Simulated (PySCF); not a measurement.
# CH13GeNSi3: the cost of one run

Computed with PySCF 2.14.0 and routines of our own; the level stands in each step. Atoms count from 0.

## 1. The system as given

19 atoms, charge 0, multiplicity 1; geometry from: GFN2-xTB.

## 2. Magnetic properties: GIAO KT3/pcSseg-1

What the job is given:

```
{"job": {"kind": "mag", "xc": "KT3", "basis": "pcSseg-1", "isotopologues": 2}, "charge": 0, "multiplicity": 1}
C     -0.824588    -0.308391     1.391485
N     -1.389619     0.340991     0.228965
Si    -2.954544    -0.211374    -0.272100
Si    -0.256488     1.272046    -0.708863
Si     1.496341    -0.086471    -1.390739
Ge     3.068322    -0.390741     0.322712
H     -1.608417    -0.569431     2.101626
H     -0.115383     0.353475     1.892277
H     -0.293087    -1.229562     1.120989
H     -3.841135    -0.094509     0.888930
H     -2.899090    -1.615410    -0.704381
H     -3.359632     0.654617    -1.370581
H     -1.042558     1.869662    -1.787058
H      0.198273     2.351117     0.190255
H      1.083688    -1.431559    -1.823923
H      2.217694     0.464878    -2.546839
H      3.368407     0.857022     1.109382
H      2.695265    -1.360774     1.410950
H      4.446746    -0.856336    -0.060549
```

Method: GIAO KT3/pcSseg-1 magnetisability, rotational g tensor and spin-rotation constants, non-relativistic, gas phase.

Started as:

```bash
$ OMP_NUM_THREADS=1 python excited_run.py task.json out
```

The driver reads the jobs from task.json and runs them one after another.

Q: Estimate the wall time and peak memory of this first job on 1 thread of Arm Neoverse V1, shared host.

About 70 s, with a peak of 0.94 GiB.
